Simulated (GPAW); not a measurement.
# NiAu3 (Pm-3m) in GPAW: further runs

One crystal, NiAu3, is run at these levels: PBEsol; tasks: single point.

All numbers are computed with GPAW 26.7.0; they aren't measurements. Logs are shortened: lines on timing, memory, paths and dates and some standing lists are left out, and cuts for length are marked. The log counts tension as positive stress, the text compression.

## 1. Starting point

Symmetry: Pm-3m, No. 221, cubic system. The conventional cell has a = 3.867 Å, b = 3.867 Å, c = 3.867 Å, α = 90.00°, β = 90.00°, γ = 90.00°. Au (site symmetry 4/mmm) is surrounded by 8 Au at 2.73 Å and 4 Ni at 2.73 Å. Ni (site symmetry m-3m) is surrounded by 12 Au at 2.73 Å.

The cell comes from a database or a generator and needn't be the stable form of this composition.

## 2. Single point, PBEsol, collinear spin, ferromagnetic start, 14.46 Å³/atom

run.py reads:

```python
from ase import Atoms
from ase.dft.bandgap import bandgap
from ase.io import write
from ase.units import GPa
from gpaw import GPAW, PW, setup_paths

setup_paths.insert(0, '.')

atoms = Atoms(['Au', 'Au', 'Au', 'Ni'],
              cell=[[3.86704128, 0.0, 0.0],
                    [0.0, 3.86704128, 0.0],
                    [0.0, 0.0, 3.86704128]],
              scaled_positions=[[0.5, 0.5, 0.0],
                                [0.0, 0.5, 0.5],
                                [0.5, 0.0, 0.5],
                                [0.0, 0.0, 0.0]],
              pbc=True)
atoms.set_initial_magnetic_moments([0.0, 0.0, 0.0, 1.0])

calc = GPAW(mode=PW(600),
            xc='PBEsol',
            kpts={'size': (7, 7, 7), 'gamma': True},
            occupations={'name': 'fermi-dirac', 'width': 0.05},
            nbands=45,
            convergence={'density': 1e-05, 'energy': 1e-05},
            maxiter=150,
            txt='gpaw.txt')
atoms.calc = calc
energy = atoms.get_potential_energy()
forces = atoms.get_forces()
stress = atoms.get_stress()
calc.write('gs.gpw')
write('result.traj', atoms)
print(f'Energy: {energy:.6f} eV')
print('Forces (eV/A):')
print(forces.round(4))
print('Stress (GPa):', (stress / GPa).round(3))
print('Moments:', calc.get_magnetic_moments().round(3))
print('Fermi level:', round(calc.get_fermi_level(), 4), 'eV')
print(f'Gap: {bandgap(calc)[0]:.4f} eV, direct: {bandgap(calc, direct=True)[0]:.4f} eV')
```

Potentials or basis: PAW data sets generated in the run's folder for this functional, pw.

Started as:

```console
$ gpaw-setup -f PBEsol Au Ni
$ OMP_NUM_THREADS=1 python run.py
```

gpaw.txt:

```text
__  _  _
 | _ |_)|_||  |
 |__||  | ||/\| - 26.7.0

Input parameters:
  mode=PW(ecut=600.0),
  convergence={'density': 1e-05, 'energy': 1e-05},
  kpts=MonkhorstPack(size=(7, 7, 7), gamma=True),
  maxiter=150,
  nbands=45,
  occupations=Occupations(name='fermi-dirac', width=0.05),
  xc=XC(name='PBEsol')

Diagonalizing LCAO Hamiltonian
Converting LCAO to pw mode
   .--------.
  /|        |
 * |        |
 | |        |
 |Au        |
 | .-Au-----.
 |/   Au   /
 Ni-------*

Atoms  # Å, Bohr magnetons
|   | symbol |        x |        y |        z |    initial magnetic moments |
|---|--------|----------|----------|----------|-----------------------------|
| 0 |     Au | 1.933521 | 1.933521 | 0.000000 | ( 0.0000,  0.0000,  0.0000) |
| 1 |     Au | 0.000000 | 1.933521 | 1.933521 | ( 0.0000,  0.0000,  0.0000) |
| 2 |     Au | 1.933521 | 0.000000 | 1.933521 | ( 0.0000,  0.0000,  0.0000) |
| 3 |     Ni | 0.000000 | 0.000000 | 0.000000 | ( 0.0000,  0.0000,  1.0000) |

Unit cell  # Å
| periodic |        x |        y |        z |  lengths |    angles |
|----------|----------|----------|----------|----------|-----------|
|      yes | 3.867041 | 0.000000 | 0.000000 | 3.867041 | 90.000000 |
|      yes | 0.000000 | 3.867041 | 0.000000 | 3.867041 | 90.000000 |
|      yes | 0.000000 | 0.000000 | 3.867041 | 3.867041 | 90.000000 |

Number of symmetries: 48
Symmetry operations  # r_c * U_cc + t_c -> r_c
|    | kind |            matrix            |
|----|------|------------------------------|
|  0 |  E   |  1, 0, 0,  0, 1, 0,  0, 0, 1 |
|  1 |  σ   |  1, 0, 0,  0, 1, 0,  0, 0,-1 |
|  2 |  σ   |  1, 0, 0,  0, 0, 1,  0, 1, 0 |
|  3 |  C4  |  1, 0, 0,  0, 0, 1,  0,-1, 0 |
|  4 |  C4  |  1, 0, 0,  0, 0,-1,  0, 1, 0 |
|  5 |  σ   |  1, 0, 0,  0, 0,-1,  0,-1, 0 |
|  6 |  σ   |  1, 0, 0,  0,-1, 0,  0, 0, 1 |
|  7 |  C2  |  1, 0, 0,  0,-1, 0,  0, 0,-1 |
|  8 |  σ   |  0, 1, 0,  1, 0, 0,  0, 0, 1 |
|  9 |  C2  |  0, 1, 0,  1, 0, 0,  0, 0,-1 |
| 10 |  C3  |  0, 1, 0,  0, 0, 1,  1, 0, 0 |
| 11 |  S6  |  0, 1, 0,  0, 0, 1, -1, 0, 0 |
| 12 |  S6  |  0, 1, 0,  0, 0,-1,  1, 0, 0 |
| 13 |  C3  |  0, 1, 0,  0, 0,-1, -1, 0, 0 |
| 14 |  C4  |  0, 1, 0, -1, 0, 0,  0, 0, 1 |
| 15 |  S4  |  0, 1, 0, -1, 0, 0,  0, 0,-1 |
| 16 |  C3  |  0, 0, 1,  1, 0, 0,  0, 1, 0 |
| 17 |  S6  |  0, 0, 1,  1, 0, 0,  0,-1, 0 |
| 18 |  σ   |  0, 0, 1,  0, 1, 0,  1, 0, 0 |
| 19 |  C4  |  0, 0, 1,  0, 1, 0, -1, 0, 0 |
| 20 |  C2  |  0, 0, 1,  0,-1, 0,  1, 0, 0 |
| 21 |  S4  |  0, 0, 1,  0,-1, 0, -1, 0, 0 |
| 22 |  S6  |  0, 0, 1, -1, 0, 0,  0, 1, 0 |
| 23 |  C3  |  0, 0, 1, -1, 0, 0,  0,-1, 0 |
| 24 |  S6  |  0, 0,-1,  1, 0, 0,  0, 1, 0 |
| 25 |  C3  |  0, 0,-1,  1, 0, 0,  0,-1, 0 |
| 26 |  C4  |  0, 0,-1,  0, 1, 0,  1, 0, 0 |
| 27 |  σ   |  0, 0,-1,  0, 1, 0, -1, 0, 0 |
| 28 |  S4  |  0, 0,-1,  0,-1, 0,  1, 0, 0 |
| 29 |  C2  |  0, 0,-1,  0,-1, 0, -1, 0, 0 |
| 30 |  C3  |  0, 0,-1, -1, 0, 0,  0, 1, 0 |
| 31 |  S6  |  0, 0,-1, -1, 0, 0,  0,-1, 0 |
| 32 |  C4  |  0,-1, 0,  1, 0, 0,  0, 0, 1 |
| 33 |  S4  |  0,-1, 0,  1, 0, 0,  0, 0,-1 |
| 34 |  S6  |  0,-1, 0,  0, 0, 1,  1, 0, 0 |
| 35 |  C3  |  0,-1, 0,  0, 0, 1, -1, 0, 0 |
[... 114 lines left out ...]
  Converge bands: occupied
  niter=2

density mixing:
  MSR1-Mixer
  Pratt-step length: 0.05
  Maximum mixing coefficient: 0.75
  Old densities: 10
  SVD Regularization: 0.005
  Good broyden scale: 1.0
  Trust region scale: 1.0
  Backstep threshold: 4.0
  History deletion threshold: 6.0
  Fourier metric: weight=20.0, sigma=0.015

occupation numbers:
  Fermi-Dirac:
    width: 0.0500  # eV

poisson solver:
  ecut: 4800.0  # eV

xc functional:
  name: PBEsol with 2 nearest neighbor stencil

convergence criteria:
- Maximum integral of absolute [dens]ity change: 1e-05 electrons / valence electron
- Maximum [total energy] change in last 3 cyles: 1e-05 eV / valence electron
- Maximum integral of absolute [eigenst]ate change: 4e-08 eV^2 / valence electron
maximum number of iterations: 150

SCF iterations
|iter     | |      energy | eigst |  dens |  magmom |
|---------|-|-------------|-------|-------|---------|
|iter:   1| |  -24.793410 | +0.27 |       |  +1.0003|
|iter:   2| |  -21.684514 | -1.70 | -0.88 |  +0.9544|
|iter:   3| |  -19.674331 | -1.63 | -0.97 |  +0.6929|
|iter:   4| |  -19.556030 | -1.84 | -1.28 |  +0.7110|
|iter:   5| |  -18.777020 | -2.70 | -1.31 |  +0.5685|
|iter:   6| |  -18.756404 | -3.46 | -1.74 |  +0.4117|
|iter:   7| |  -18.769914 | -3.54 | -2.15 |  +0.1992|
|iter:   8| |  -18.776315 | -4.63 | -2.42 |  +0.0834|
|iter:   9| |  -18.773910 | -4.33 | -2.41 |  -0.0517|
|iter:  10| |  -18.774516 | -5.25 | -2.86 |  -0.0083|
|iter:  11| |  -18.774154 | -5.88 | -3.04 |  +0.0166|
|iter:  12| |  -18.774107c| -6.70 | -3.47 |  +0.0104|
|iter:  13| |  -18.774109c| -7.06 | -3.95 |  +0.0022|
|iter:  14| |  -18.774120c| -7.85c| -4.06 |  +0.0003|
|iter:  15| |  -18.774122c| -8.50c| -4.84 |  -0.0002|
|iter:  16| |  -18.774121c| -8.34c| -5.07c|  +0.0000|

Converged in 16 steps
Energy contributions relative to reference atoms: (reference = -1590699.555997)

Energy contributions:
  Kinetic:           5.125056
  Coulomb:          -3.159678
  Zero:              0.662294
  External:          0.000000
  Xc:              -21.393267
  Entropy:          -0.017053
  Spinorbit:         0.000000
  ----------------------------
  Free energy:     -18.782647
  Extrapolated:    -18.774121

dipole moment: (-21.072705, -21.072705, -21.072705)  # |e|*Ang

Total magnetic moment: (0.000000, 0.000000, 0.000017)

Local magnetic moments
|        x |        y |        z |
|----------|----------|----------|
| 0.000000 | 0.000000 | 0.000007 |  # Au   0
| 0.000000 | 0.000000 | 0.000007 |  # Au   1
| 0.000000 | 0.000000 | 0.000007 |  # Au   2
| 0.000000 | 0.000000 | 0.000024 |  # Ni   3

Fermi level: 10.660
Eigenvalues  # (at kpt = [0.000, 0.000, 0.000])
| band index |      eig [eV] | occ [0-1] |      eig [eV] | occ [0-1] |
|------------|---------------|-----------|---------------|-----------|
|          0 |       -51.899 |     1.000 |       -51.899 |     1.000 |
|        ... |               |           |               |           |
|         16 |         9.403 |     1.000 |         9.403 |     1.000 |
|         17 |         9.403 |     1.000 |         9.403 |     1.000 |
|         18 |         9.403 |     1.000 |         9.403 |     1.000 |
|         19 |        10.323 |     0.999 |        10.323 |     0.999 |
|         20 |        10.323 |     0.999 |        10.323 |     0.999 |
|         21 |        10.628 |     0.653 |        10.628 |     0.653 |
[... 8 lines left out ...]
|         30 |        21.569 |     0.000 |        21.569 |     0.000 |
|         31 |        21.569 |     0.000 |        21.569 |     0.000 |
|        ... |               |           |               |           |
|         44 |        32.352 |     0.000 |        32.352 |     0.000 |

No gap
No difference between direct/indirect transitions

Forces  # eV/Ang
|        x |        y |        z |
|----------|----------|----------|
|  0.00000 |  0.00000 |  0.00000 |  # Au   0
|  0.00000 | -0.00000 |  0.00000 |  # Au   1
| -0.00000 |  0.00000 |  0.00000 |  # Au   2
| -0.00000 | -0.00000 | -0.00000 |  # Ni   3

Stress tensor  # eV/Ang^3
|         x |         y |         z |
|-----------|-----------|-----------|
| -0.115693 |  0.000000 |  0.000000 |
|  0.000000 | -0.115693 |  0.000000 |
|  0.000000 |  0.000000 | -0.115693 |

# Writing to gs.gpw (mode='')
```

Wall time 2 min (1 thread of Arm Neoverse V1, shared host); peak memory 0.23 GiB.

What came out:

```yaml
Free_energy: -18.7826 eV
Pressure: 18.5 GPa
Band_gap_on_the_k_mesh: none (metal or under the smearing width)
Net_moment: 0.00 μB per cell
```

Caveat: with this Au data set, volumes or pressures lay over 1.5 % or 2 GPa off other programs in two to four cells of ten; the density grid can change from cell to cell, which puts small steps into energies and stress; the stock nickel data set gives pressures a few GPa off other programs.

## 3. Single point, PBEsol, collinear spin, ferromagnetic start, 15.38 Å³/atom

Edit run.py of step 2 so:

```diff
@@ -9,5 +9,5 @@
 atoms = Atoms(['Au', 'Au', 'Au', 'Ni'],
-              cell=[[3.86704128, 0.0, 0.0],
-                    [0.0, 3.86704128, 0.0],
-                    [0.0, 0.0, 3.86704128]],
+              cell=[[3.94760464, 0.0, 0.0],
+                    [0.0, 3.94760464, 0.0],
+                    [0.0, 0.0, 3.94760464]],
               scaled_positions=[[0.5, 0.5, 0.0],
```

Potentials or basis: PAW data sets generated in the run's folder for this functional, pw.

Started as:

```console
$ gpaw-setup -f PBEsol Au Ni
$ OMP_NUM_THREADS=1 python run.py
```

Run time: 2.2 min. Hardware: 1 thread of Arm Neoverse V1, shared host; peak memory 0.23 GiB.

The run converged. Its results:

```yaml
Free_energy: -19.0280 eV
Pressure: 3.6 GPa
Band_gap_on_the_k_mesh: none (metal or under the smearing width)
Net_moment: 0.00 μB per cell
```

Caveat: with this Au data set, volumes or pressures lay over 1.5 % or 2 GPa off other programs in two to four cells of ten; the density grid can change from cell to cell, which puts small steps into energies and stress; the stock nickel data set gives pressures a few GPa off other programs.
